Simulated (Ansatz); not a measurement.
# HF/STO-3G run of singlet SiCl3O+

Aim: the energy of singlet SiCl3O+. 

The results are computed with Ansatz 0.2.0.

61 further runs of the same task are left out: 10 that didn't finish, 51 set aside as unsound or not needed. Runs told in other sessions of the task aren't counted.

### 1 The structure to begin with

The species is SiCl3O+ (5 atoms), meant as a singlet with charge +1. SMILES of the parent species: `[O][Si](Cl)(Cl)Cl`. Geometry: relaxed at PBE0-D4/def2-TZVP. That shape belongs to the parent species and isn't relaxed for this state.

Bond lengths: O1–Si2 1.645 Å, Si2–Cl3 2.018 Å, Si2–Cl4 2.020 Å, Si2–Cl5 2.018 Å. Angles: O1–Si2–Cl3 111.8°, O1–Si2–Cl4 100.7°, O1–Si2–Cl5 111.8°, Cl3–Si2–Cl4 111.9°, Cl3–Si2–Cl5 108.6°, Cl4–Si2–Cl5 111.9°.

### 2 A single-point energy at HF/STO-3G

Contents of input.yaml:

```yaml
basis:
  gaussian:
    orbitals: STO-3G
crystal:
  periodic: [false, false, false]
  atoms:
    - {symbol: O, position_ang: [0.815000, -1.070800, 1.039300]}
    - {symbol: Si, position_ang: [0.038600, -0.018800, 0.041000]}
    - {symbol: Cl, position_ang: [-1.536500, 0.855600, 0.950500]}
    - {symbol: Cl, position_ang: [-0.542800, -1.265500, -1.438700]}
    - {symbol: Cl, position_ang: [1.275600, 1.425900, -0.633600]}
total_charge: 1
hamiltonian:
  xc: hf
accuracy: high
output: {orbitals: {seedname: orbitals}}
```

Command:

```
$ ansatz run input.yaml --threads 1 --pin off --max-ram 3480MiB --events-out events.jsonl --progress --plain --runs-dir runs
```

Log:

```text
Warning: RAYON_NUM_THREADS=1 ignored (pool sized by the plan → 1); use --threads N
Functional definition: HF
  name "HF"
  exchange = exact_x
  correlation = 0
823 factors; integrals over basis functions are off by at most 2.0e-8 eV
mean field evaluation 1: about -46876.5744 eV, gradient 3.1e1 eV
mean field evaluation 2: about -46876.6300 eV, gradient 3.1e1 eV
mean field evaluation 4: about -46881.5042 eV, gradient 3.6e0 eV
mean field evaluation 8: about -46881.6235 eV, gradient 3.4e-3 eV
mean field evaluation 16: about -46881.4939 eV, gradient 1.7e0 eV
mean field evaluation 32: about -46881.5195 eV, gradient 2.5e-1 eV
mean field -46881.62019875 eV, -1722.8677648006 hartree, gradient 2.5e-8 eV, S^2 0.000000; 2 other end points of the search recorded, 0 dependent functions left out
reference -46881.62019875 eV, -1722.8677648006 hartree; 36, 36 occupied and 5, 5 virtual orbitals, 823 factors
Total energy: -46881.62019875 eV, -1722.8677648006 hartree
```

Wall time 0.89 s (1 thread of Arm Neoverse V2, shared host); peak memory 0.11 GiB.

### 3 What came out

Level: HF/STO-3G.

| quantity | value |
| --- | --- |
| total energy | -1722.86776 Eh |
| HOMO energy | -17.37 eV |
| LUMO energy | -9.69 eV |
| HOMO–LUMO gap | 7.68 eV |
